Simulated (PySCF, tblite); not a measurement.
# C7H13FO2: geometry, infrared bands and NMR shifts

Wanted: the infrared bands and NMR shifts of C7H13FO2 (`CCO[C@@H]1C[C@H]1[C@@H](F)OC`), by calculation.

Computed with tblite 0.8.0 and PySCF 2.14.0, with density-fitted response routines of our own, on a single molecule in the gas phase. Atoms count from 0, in the outputs and in this text.

**1. Starting geometry**

23 atoms, charge 0, multiplicity 1; geometry from: force field or distance geometry start.

Bonds of the start (Å): C0–C1 1.52, C1–O2 1.35, O2–C3 1.36, C3–C4 1.50, C4–C5 1.53, C5–C6 1.49, C6–F7 1.37, C6–O8 1.40, O8–C9 1.42, C5–C3 1.52, C0–H10 1.11, C0–H11 1.12, C0–H12 1.12, C1–H13 1.12, C1–H14 1.11, C3–H15 1.12, C4–H16 1.12, C4–H17 1.10, C5–H18 1.12, C6–H19 1.12, C9–H20 1.11, C9–H21 1.09, C9–H22 1.11.

**2. Geometry optimisation with GFN2-xTB**

What the job is given:

```
{"job": {"kind": "relax", "xc": "GFN2-xTB", "basis": "xTB"}, "charge": 0, "multiplicity": 1}
C      2.298700     1.184000    -0.167000
C      2.288200     0.224000    -1.341400
O      1.080900    -0.329500    -1.565300
C      0.499400    -1.043100    -0.567400
C     -0.438700    -2.187200    -0.788200
C     -0.996200    -0.805200    -0.435700
C     -1.564700    -0.550100     0.917100
F     -1.344800    -1.600600     1.774400
O     -1.013900     0.633000     1.420900
C     -2.056800     1.570800     1.612100
H      1.323100     1.705800    -0.118300
H      3.073900     1.966600    -0.342500
H      2.519100     0.626900     0.774600
H      2.547100     0.867000    -2.225000
H      3.124500    -0.495700    -1.265000
H      1.074800    -1.137800     0.393100
H     -0.559600    -2.893500     0.067300
H     -0.747300    -2.530600    -1.781600
H     -1.457300    -0.278200    -1.303800
H     -2.662800    -0.361800     0.840600
H     -1.644100     2.522900     2.005200
H     -2.807300     1.166900     2.295000
H     -2.541200     1.772100     0.629600
```

Command:

```bash
OMP_NUM_THREADS=1 python probes_run.py task.json out
```

One launch serves the whole session: the jobs run in the order shown.

**Question.** This job is followed by: GFN2-xTB harmonic vibrations, gas phase; GIAO PBE0/pcSseg-1 NMR shielding, non-relativistic, gas phase. What will the session give for the following? strongest single infrared mode (GFN2-xTB); zero-point energy (GFN2-xTB); 13C shifts against TMS (PBE0/pcSseg-1); 1H shifts against TMS (PBE0/pcSseg-1, means over atoms taken as alike); 17O shifts against H2O (PBE0/pcSseg-1); 19F shifts against CFCl3 (PBE0/pcSseg-1).

As calculated:

| quantity | value |
| --- | --- |
| strongest single infrared mode (GFN2-xTB) | 904 cm⁻¹, 94 km/mol |
| zero-point energy (GFN2-xTB) | 119.8 kcal/mol |
| 13C shifts against TMS (PBE0/pcSseg-1) | 116.0, 71.6, 58.4, 56.3, 26.8, 16.0, 9.0 ppm |
| 1H shifts against TMS (PBE0/pcSseg-1, means over atoms taken as alike) | 5.56, 4.04, 3.75, 3.74, 3.07, 1.38, 0.98, 0.82, 0.73 ppm |
| 17O shifts against H2O (PBE0/pcSseg-1) | 84.7, 57.7 ppm |
| 19F shifts against CFCl3 (PBE0/pcSseg-1) | -173.6 ppm |

**Reading.** The optimisation took 175 steps and gained 0.940 eV; among the close pairs (by a distance rule), C1–O2 changed most, from 1.347 to 1.416 Å. No mode is imaginary among the 63: a minimum at this level. The strongest single mode, at 904 cm⁻¹, is spread over several atoms, C6, F7, H18, H17 among them. GFN2-xTB is a fitted tight-binding method: band positions and strengths are rough. Its intensities can rank the bands wrongly. H19 (hydrogen on an sp3 CH bonded to F and O) lies farthest downfield among hydrogen, at 5.56 ppm; its carbon carries F and O, hence the downfield position. At PBE0/pcSseg-1: The largest span, 146 ppm, is at F7, where the paramagnetic term is -133 ppm.
